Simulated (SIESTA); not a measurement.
## NbTe in SIESTA: the effect of functional

Crystal: NbTe.

```
CELL_PARAMETERS angstrom
3.70297 0.00000 0.00000
-1.85149 3.20687 0.00000
0.00000 0.00000 3.69421
ATOMIC_POSITIONS crystal
Te 0.66667 0.33333 0.00000
Nb 0.00000 0.00000 0.50000
```

The cell comes from a database or a generator and needn't be the stable form of this composition.

Alike in all runs:

```yaml
Program: SIESTA 5.4.2
Task: band structure
Basis: DZP (energy shift 0.003 Ry; two zetas on semicore shells)
Grid_cutoff: 800 Ry
Energy_shift: 0.003 Ry
k_mesh: 8 × 8 × 7
Occupations: fermi-dirac, width 0.05 eV
Spin: no spin polarisation
```

Q: One run gave: pressure -1.8 GPa. Which functional did it use?
A. LDA
B. PW91
C. revPBE
D. PBE
E. WC

A: E.

```tsv
functional	potentials or basis	pressure (GPa)
LDA	PseudoDojo 0.4 standard (LDA files)	-4.8
PBEsol	PseudoDojo 0.4 standard (PBEsol files)	-2.5
AM05	PseudoDojo 0.4 standard (PBEsol files)	-3.2
WC	PseudoDojo 0.4 standard (PBEsol files)	-1.8
PBE	PseudoDojo 0.4 standard (PBE files)	2.1
PW91	PseudoDojo 0.4 standard (PBE files)	2.4
revPBE	PseudoDojo 0.4 standard (PBE files)	3.6
RPBE	PseudoDojo 0.4 standard (PBE files)	4.3
BLYP	PseudoDojo 0.4 standard (PBE files)	9.0
```

Caveats: the basis of atomic orbitals isn't converged, which shifts pressures, moduli and gaps; the potentials were made for another functional, which shifts forces and pressure (some runs).
